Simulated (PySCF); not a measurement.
# The bond of ZnSe+, level by level

One table from this session's results is given with a row withheld; the runs are named, their logs left out.

Method: Zn pcseg-1, Se pcseg-1, no relativity; program: PySCF 2.14.0.

Set-up of the first run:

A driver script around PySCF takes these settings:

```
atoms                         : Zn, Se
charge                        : 1
basis                         : Zn pcseg-1, Se pcseg-1
Hamiltonian                   : no relativity
basis functions               : 58
electrons treated             : 63
masses in u                   : 63.9291, 79.9165
levels                        : PBE0, PBE, r²SCAN, M06-L, r²SCANh, BLYP, HF, MP2, SCS-MP2
grid                          : 80 radial by 434 angular points
occupations                   : held fixed by the projection of orbital angular momentum
dissociation limit            : Zn+ + Se, each in its ground configuration
starting distance in angstrom : 2.405
values of 2S to try           : 1, 3
```

Started as:

```console
> OMP_NUM_THREADS=1 python dia.py task.json out
```

Among the steps run: Set-up; The PBE0 curve of the state that the search chose; Higher solutions at PBE0; PBE; r²SCAN; M06-L (meta-GGA); r²SCANh; BLYP; UHF (mean field).

One table of the session follows, with a row left open; its other results are not shown here.

Energy (eV) from each level's lowest point:

```
R (Å)    UHF  UHF-MP2  UHF-SCS-MP2    PBE   BLYP
1.969  1.116    0.926        0.978  0.930  1.041
2.061  0.521    0.387        0.424  0.415  0.494
2.153  0.185    0.105        0.126  0.135  0.183
2.221  0.055    0.013        0.023  0.034  0.060
2.290      ?        ?            ?      ?      ?
2.359  0.000    0.059        0.051  0.016  0.000
2.450  0.040    0.239        0.226  0.092  0.049
2.565  0.109    0.507        0.488  0.241  0.168
2.702  0.197    0.787        0.759  0.461  0.355
2.885  0.308    1.079        1.040  0.772  0.627
```

**Question.** Estimate the row for R (Å) = 2.290.

Worked estimate for «UHF». A straight line through the neighbours (2.221, 0.055) and (2.359, 0.000) gives 0.055 + (0.000 − 0.055) × (2.290 − 2.221) / (2.359 − 2.221) = 0.028; a parabola fitted to 4 rows on both sides gives 0.004.

**Answer.** UHF: 0.001; UHF-MP2: 0.000; UHF-SCS-MP2: 0.000; PBE: 0.000; BLYP: 0.005. In «UHF» the line misses by +0.027 and the parabola by +0.003.

State 2 has its PBE0 minimum 0.55 eV higher. The other levels ran on the lowest alone.
